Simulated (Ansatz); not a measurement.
# CH₇FSiSn: up Jacob's ladder to CCSD(T)

The task here is to estimate one member of a computed series from the others.

The runs use Ansatz 0.2.0, Gaussian basis; functionals in def2-TZVPP, the program's frozen cores in correlated methods.

Levels to be run: PBE-D4, r2SCAN-D4, PBE0-D4, B3LYP-D4, ωB97X-V, ωB97M-V, B2PLYP; CCSD(T)/def2-TZVPP; MP2/def2-QZVPP; extrapolation to the limit.

## The geometry

An earlier PBE0-D4 in a triple-zeta def2 set relaxation fixed the geometry. Sn takes the def2 core potential; no spin-orbit term is included.

SMILES `F[CH2][SnH2][SiH3]`, 11 atoms, charge 0, spin multiplicity 1.

Atoms are counted from 1 here; the program's logs count them from 0.

Bond lengths: F1–C2 1.387 Å, C2–Sn3 2.175 Å, C2–H5 1.093 Å, C2–H6 1.093 Å, Sn3–Si4 2.561 Å, Sn3–H7 1.713 Å, Sn3–H8 1.710 Å, Si4–H9 1.487 Å, Si4–H10 1.487 Å, Si4–H11 1.485 Å. Angles: F1–C2–Sn3 109.7°, F1–C2–H5 108.3°, F1–C2–H6 108.3°, Sn3–C2–H5 111.0°, Sn3–C2–H6 110.5°, H5–C2–H6 108.9°, C2–Sn3–Si4 109.1°, C2–Sn3–H7 107.5°, C2–Sn3–H8 108.5°, Si4–Sn3–H7 111.8°, Si4–Sn3–H8 111.7°, H7–Sn3–H8 108.1°, Sn3–Si4–H9 110.3°, Sn3–Si4–H10 109.7°, Sn3–Si4–H11 110.1°, H9–Si4–H10 108.7°, H9–Si4–H11 109.0°, H10–Si4–H11 109.0°.

Set-up of the first run:

The input, in.yaml:

```yaml
crystal:
  periodic: [false, false, false]
  atoms:
    - {symbol: F, position_ang: [-0.536630, 2.297546, 0.178041]}
    - {symbol: C, position_ang: [-0.864138, 1.316272, 1.102520]}
    - {symbol: Sn, position_ang: [0.401175, -0.427425, 0.802521]}
    - {symbol: Si, position_ang: [0.496332, -0.973410, -1.697386]}
    - {symbol: H, position_ang: [-0.728804, 1.729505, 2.104969]}
    - {symbol: H, position_ang: [-1.916178, 1.053366, 0.967005]}
    - {symbol: H, position_ang: [-0.273797, -1.714659, 1.708662]}
    - {symbol: H, position_ang: [1.952637, -0.088322, 1.435757]}
    - {symbol: H, position_ang: [1.252995, -2.233745, -1.920493]}
    - {symbol: H, position_ang: [-0.883099, -1.144492, -2.225293]}
    - {symbol: H, position_ang: [1.164807, 0.128465, -2.435800]}
basis:
  gaussian: {orbitals: def2-TZVPP}
hamiltonian: {xc: pbe, dispersion: d4}
output: {forces: true, orbitals: {seedname: orbitals}}
```

The run is started by

```bash
ansatz run in.yaml --threads 4 --pin off --events-out ev --progress --plain --max-ram 10444MiB
```

Steps of the session up to this table: PBE-D4 (GGA); r2SCAN-D4 (meta-GGA); PBE0-D4 (hybrid); B3LYP-D4 (hybrid); ωB97X-V (range-separated); ωB97M-V (range-separated); B2PLYP (double hybrid); CCSD(T) in def2-TZVPP; MP2 in def2-QZVPP.

One table of the session follows, with a row left open; its other results are not shown here.

It belongs to the step «Atomisation energies». 

| method | atomisation energy (kJ/mol) |
| --- | --- |
| PBE-D4 | 3262.3 |
| r2SCAN-D4 | 3251.6 |
| PBE0-D4 | 3226.2 |
| B3LYP-D4 | 3247.7 |
| ωB97X-V | 3284.7 |
| ωB97M-V | 3255.5 |
| B2PLYP | 3203.1 |
| HF/def2-TZVPP | 2373.7 |
| MP2/def2-TZVPP | 3169.4 |
| CCSD/def2-TZVPP | ? |
| CCSD(T)/def2-TZVPP | 3190.2 |
| MP2/CBS | 3253.9 |
| CCSD(T)/CBS | 3274.7 |

Q: Estimate the row for CCSD/def2-TZVPP from the others.

**Answer.** atomisation energy (kJ/mol): 3150.6. In the column «atomisation energy (kJ/mol)» it lies between HF/def2-TZVPP (2373.7) and MP2/def2-TZVPP (3169.4).

To keep in mind: Free atoms (1 F, 1 C, 1 Sn, 1 Si, 7 H) were run apart at each level; the atomisation energy is their sum less the molecule, without zero-point or spin-orbit terms.
